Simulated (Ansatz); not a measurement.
Runs of Ansatz 0.2.0 on TaTl. It takes space group Pm-3m (No. 221, cubic). Conventional cell: a = 3.622 Å, b = 3.622 Å, c = 3.622 Å, α = 90.00°, β = 90.00°, γ = 90.00°. Ta (site symmetry m-3m) is surrounded by 8 Tl at 3.14 Å. Around Tl (site symmetry m-3m) lie 8 Ta at 3.14 Å. The cell was built by a generator and needn't be a form met in nature.

```tsv
task	level	spin	cell	k mesh	cutoff (eV)	points for each segment of the path	gap on the mesh (eV)	pressure (GPa)
band structure	revPBE	off	as given	7 × 7 × 7	420	14	none	-11.9
band structure	LDA	off	as given	5 × 5 × 5	420	14	none	(a)
band structure	BLYP	off	as given	7 × 7 × 7	420	14	none	-8.1
band structure	LDA	SOC, no magnetisation	as given	5 × 5 × 5	420	14	none	-20.2
band structure	r2SCAN	off	as given	7 × 7 × 7	500	14	none	(b)
relaxation of cell and atoms	LDA	off	relaxed	5 × 5 × 5	420	-	none	0.0
band structure	RPBE	off	as given	7 × 7 × 7	420	14	none	-11.3
band structure	PBEsol	off	as given	7 × 7 × 7	420	14	none	-17.8
```

Alike in all rows: potentials or basis Ansatz PAW; smearing fermi-dirac 0.05 eV.

Q: Estimate the missing entries.

A: (a) -19.9; (b) -16.4.

Caveats: the PAW data sets come from PBE, with cores solved anew for the run's functional, which leaves a small shift of forces and pressure; spin-orbit coupling is left out, which moves the levels of the heavy elements (some runs); the plane-wave basis is chosen anew once the cell has moved, so the energies of steps on either side of that aren't comparable (some runs).

A k mesh can miss the band edges, and rows without SOC leave out spin-orbit coupling on Ta, Tl.

A gap of «none» marks a metal or a gap under the smearing width.

Runs at the PBE level aren't shown here.
